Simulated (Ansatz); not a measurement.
# CH₄FNSSi: one species, many methods

How much do the methods differ for CH₄FNSSi? The plan is to run it at one geometry with functionals of several rungs and with coupled cluster. The yardstick is the atomisation energy at the CCSD(T) limit.

The runs use Ansatz 0.2.0, Gaussian basis; functionals in def2-TZVPP, the program's frozen cores in correlated methods.

Plan: PBE-D4, r2SCAN-D4, PBE0-D4, B3LYP-D4, ωB97X-V, ωB97M-V, B2PLYP; CCSD(T)/def2-TZVPP; MP2/def2-QZVPP; extrapolation to the limit.

## 1. Structure used throughout

An earlier PBE0-D4 in a triple-zeta def2 set relaxation fixed the geometry.

SMILES `N[Si@@H]1S[C@@H]1F`, 9 atoms, charge 0, spin multiplicity 1.

Atoms are counted from 1 here; the program's logs count them from 0.

Bond lengths: N1–Si2 1.692 Å, N1–H6 1.006 Å, N1–H7 1.007 Å, Si2–S3 2.099 Å, Si2–C4 1.844 Å, Si2–H8 1.476 Å, S3–C4 1.854 Å, C4–F5 1.375 Å, C4–H9 1.086 Å. Angles: Si2–N1–H6 121.2°, Si2–N1–H7 121.4°, H6–N1–H7 112.7°, N1–Si2–S3 124.0°, N1–Si2–C4 118.2°, N1–Si2–H8 109.0°, S3–Si2–C4 55.6°, S3–Si2–H8 118.3°, C4–Si2–H8 123.3°, Si2–S3–C4 55.2°, Si2–C4–S3 69.2°, Si2–C4–F5 117.8°, Si2–C4–H9 126.7°, S3–C4–F5 114.2°, S3–C4–H9 112.7°, F5–C4–H9 109.4°.

## 2. PBE-D4 (GGA)

in.yaml

```yaml
crystal:
  periodic: [false, false, false]
  atoms:
    - {symbol: N, position_ang: [-0.083167, 0.822105, 1.402228]}
    - {symbol: Si, position_ang: [-0.091362, -0.532214, 0.388381]}
    - {symbol: S, position_ang: [1.500228, -1.064232, -0.873173]}
    - {symbol: C, position_ang: [-0.071291, -0.255497, -1.434350]}
    - {symbol: F, position_ang: [0.088824, 1.033013, -1.885816]}
    - {symbol: H, position_ang: [-0.179123, 0.726507, 2.399089]}
    - {symbol: H, position_ang: [0.383779, 1.673947, 1.136899]}
    - {symbol: H, position_ang: [-0.862794, -1.611717, 1.035346]}
    - {symbol: H, position_ang: [-0.596593, -0.838111, -2.185806]}
basis:
  gaussian: {orbitals: def2-TZVPP}
hamiltonian: {xc: pbe, dispersion: d4}
output: {forces: true, orbitals: {seedname: orbitals}}
```

On the command line:

```console
ansatz run in.yaml --threads 4 --pin off --events-out ev --progress --plain --max-ram 10444MiB
```

Further steps of the session: r2SCAN-D4 (meta-GGA); PBE0-D4 (hybrid); B3LYP-D4 (hybrid); ωB97X-V (range-separated); ωB97M-V (range-separated); B2PLYP (double hybrid); CCSD(T) in def2-TZVPP; MP2 in def2-QZVPP.

**Question.** What will the summary of the whole plan be? Wanted: atomisation energy, CCSD(T)/CBS; farthest; mean size of error, hybrid; mean size of error, range-separated; gap, smallest and largest; T1 diagnostic; triples share of the correlation energy.

**Answer**, as computed:

```
                               quantity                                 value
        atomisation energy, CCSD(T)/CBS                         3180.3 kJ/mol
 functionals within 15.9 kJ/mol (0.5 %)          r2SCAN-D4, PBE0-D4, B3LYP-D4
                               farthest                 PBE-D4 (+98.4 kJ/mol)
             mean size of error, hybrid                            9.1 kJ/mol
    mean size of error, range-separated                           25.0 kJ/mol
              gap, smallest and largest  5.04 eV (PBE-D4), 11.44 eV (ωB97X-V)
                          T1 diagnostic                                0.0129
triples share of the correlation energy                                 4.1 %
```

In words: PBE-D4 is off by +98.4 kJ/mol. Double hybrids carry the basis error of their MP2 part in triple zeta, and no dispersion term here, so their miss is partly the set-up's. Misses under about 15.9 kJ/mol are within the doubt on the reference itself, which lacks core-valence correlation, relativity and higher excitations. Hartree-Fock recovers 67 % of the binding; the rest is correlation. The gap grows from 5.0 to 11.4 eV across the functionals, mostly with the share of exact exchange.
